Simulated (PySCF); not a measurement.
# GdOF: other functionals and bases at one geometry

One table from this session's results is given with a row withheld; the runs are named, their logs left out.

Method: several levels, as the steps say, no spin–orbit coupling; program: PySCF 2.14.0.

1 further run of the same task is left out (for a known fault of the program).

## The system as given

3 atoms, charge 0, spin multiplicity 1.

Bond lengths: Gd1–O2 1.840 Å, Gd1–F3 2.053 Å. Angles: O2–Gd1–F3 111.1°.

Geometry (Å):

```xyz
3

Gd    0.03322    0.00000   -0.34345
O     1.53872    0.00000    0.71487
F    -1.67375    0.00000    0.79713
```

Formal oxidation states: Gd +3. Each metal's 7 4f electrons lie in its core potential, so multiplicities, spins and levels count the valence alone. An earlier session relaxed this geometry at PBE0, Gd lcecp-1-SVP with ECP53, O def2-SVP, F def2-SVP (singlet, point group Cs).

At PBE0 on the finer grid: E = -210.738524 Eh, HOMO -6.64 eV, LUMO -2.29 eV, Mulliken charge on Gd1 +0.91 e, largest force component 0.008 eV/Å. 

Levels to run: TPSS; PBE; PBE0, TZVP. Hardware: 2 threads of Arm Neoverse V2, shared host.

The first run:

run.py (the lines that set the calculation) reads:

```python
mol = gto.M(atom='''
Gd     0.03322     0.00000    -0.34345
O      1.53872     0.00000     0.71487
F     -1.67375     0.00000     0.79713''',
    basis={'Gd': 'lcecp-1-SVP', 'O': 'def2-SVP', 'F': 'def2-SVP'},
    ecp={'Gd': 'lcecp-1-SVP'},
    charge=0, spin=0)
mf = dft.RKS(mol, xc='TPSS')
mf.grids.atom_grid = (75, 302)  # f atoms: unpruned, at least (60, 302)
mf = mf.density_fit()  # fitting sets: Gd AutoAux, O def2-universal-JKFIT, F def2-universal-JKFIT
mf.conv_tol = 1e-08; mf.max_cycle = 55
mf.kernel(dm0)  # dm0: the density of the relaxed state
```

Launch:

```
> OMP_NUM_THREADS=2 python run.py
```

Steps of the session up to this table: TPSS; PBE; PBE0, TZVP.

One of the session's tables, all rows but one given; the rest of the session is left out.

```
              level  HOMO (eV)  gap (eV)  charge on Gd1 (e)  dipole (D)  largest force component (eV/Å)
PBE0 (relaxed here)      -6.64      4.35               0.91        7.60                            0.01
               TPSS          ?         ?                  ?           ?                               ?
                PBE      -5.22      2.31               0.75        6.97                            0.70
         PBE0, TZVP      -6.63      4.35               1.29        7.85                            0.22
```

Q: Estimate the row for TPSS from the others.

The run gave: HOMO (eV): -5.18; gap (eV): 2.49; charge on Gd1 (e): 0.83; dipole (D): 7.18; largest force component (eV/Å): 0.81. In the column «HOMO (eV)» it is the highest.

In one basis the HOMO–LUMO gap runs from 2.31 eV (PBE) to 4.35 eV (PBE0). The largest leftover force, 0.81 eV/Å with TPSS, stands at a geometry relaxed at another level. With 4f in the core, its levels are missing from HOMO and gap, and its count is fixed, so no charge can pass from the ligands into it. Total energies of different levels can't be compared.
